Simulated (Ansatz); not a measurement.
**C4H8Ge: up Jacob's ladder to CCSD(T)**

An exercise on one series of results from a longer session: the logs are not shown, and one member is left open.

The runs use Ansatz 0.2.0, Gaussian basis; functionals in def2-TZVPP, the program's frozen cores in correlated methods.

The runs, in order: PBE-D4, r2SCAN-D4, PBE0-D4, B3LYP-D4, ωB97X-V, ωB97M-V, B2PLYP; CCSD(T)/def2-TZVPP; MP2/def2-QZVPP; extrapolation to the limit.

**Structure used throughout**

An earlier PBE0-D4 in a triple-zeta def2 set relaxation fixed the geometry.

SMILES `C=C=C[CH2][GeH3]`, 13 atoms, charge 0, spin multiplicity 1.

Atoms are counted from 1 here; the program's logs count them from 0.

Bond lengths: C1–C2 1.300 Å, C1–H6 1.086 Å, C1–H7 1.086 Å, C2–C3 1.303 Å, C3–C4 1.494 Å, C3–H8 1.089 Å, C4–Ge5 1.971 Å, C4–H9 1.091 Å, C4–H10 1.093 Å, Ge5–H11 1.540 Å, Ge5–H12 1.539 Å, Ge5–H13 1.537 Å. Angles: C2–C1–H6 121.3°, C2–C1–H7 121.4°, H6–C1–H7 117.3°, C1–C2–C3 179.7°, C2–C3–C4 125.0°, C2–C3–H8 117.8°, C4–C3–H8 117.2°, C3–C4–Ge5 111.3°, C3–C4–H9 111.0°, C3–C4–H10 110.7°, Ge5–C4–H9 108.1°, Ge5–C4–H10 107.6°, H9–C4–H10 108.0°, C4–Ge5–H11 110.4°, C4–Ge5–H12 109.5°, C4–Ge5–H13 109.5°, H11–Ge5–H12 109.0°, H11–Ge5–H13 109.5° and more.

The first run:

File in.yaml:

```yaml
crystal:
  periodic: [false, false, false]
  atoms:
    - {symbol: C, position_ang: [-0.782062, 1.729702, 2.065233]}
    - {symbol: C, position_ang: [-0.675208, 0.649775, 1.348978]}
    - {symbol: C, position_ang: [-0.568996, -0.428409, 0.625094]}
    - {symbol: C, position_ang: [-0.508484, -0.456117, -0.867574]}
    - {symbol: Ge, position_ang: [1.310127, -0.872645, -1.503182]}
    - {symbol: H, position_ang: [0.095397, 2.279084, 2.392953]}
    - {symbol: H, position_ang: [-1.751992, 2.117159, 2.362428]}
    - {symbol: H, position_ang: [-0.489663, -1.382844, 1.143658]}
    - {symbol: H, position_ang: [-0.803358, 0.506176, -1.288586]}
    - {symbol: H, position_ang: [-1.181781, -1.219528, -1.266860]}
    - {symbol: H, position_ang: [1.321709, -1.017639, -3.036535]}
    - {symbol: H, position_ang: [1.785255, -2.193935, -0.872369]}
    - {symbol: H, position_ang: [2.269556, 0.254418, -1.088338]}
basis:
  gaussian: {orbitals: def2-TZVPP}
hamiltonian: {xc: pbe, dispersion: d4}
output: {forces: true, orbitals: {seedname: orbitals}}
```

The run is started by

```
ansatz run in.yaml --threads 2 --pin off --events-out ev --progress --plain --max-ram 22528MiB --backend cuda --devices 0, --max-vram 18GiB
```

Steps of the session up to this table: PBE-D4 (GGA); r2SCAN-D4 (meta-GGA); PBE0-D4 (hybrid); B3LYP-D4 (hybrid); ωB97X-V (range-separated); ωB97M-V (range-separated); B2PLYP (double hybrid); CCSD(T) in def2-TZVPP; MP2 in def2-QZVPP.

One of the session's tables, all rows but one given; the rest of the session is left out.

```
            method  atomisation energy (eV)
            PBE-D4                   52.206
         r2SCAN-D4                   51.363
           PBE0-D4                   51.444
          B3LYP-D4                        ?
           ωB97X-V                   51.177
           ωB97M-V                   51.124
            B2PLYP                   50.667
     HF/def2-TZVPP                   37.920
    MP2/def2-TZVPP                   50.547
   CCSD/def2-TZVPP                   49.325
CCSD(T)/def2-TZVPP                   50.074
           MP2/CBS                   51.589
       CCSD(T)/CBS                   51.116
```

Q: Estimate the row for B3LYP-D4 from the others.

As computed: atomisation energy (eV): 51.190. In the column «atomisation energy (eV)» it lies between ωB97X-V (51.177) and r2SCAN-D4 (51.363).
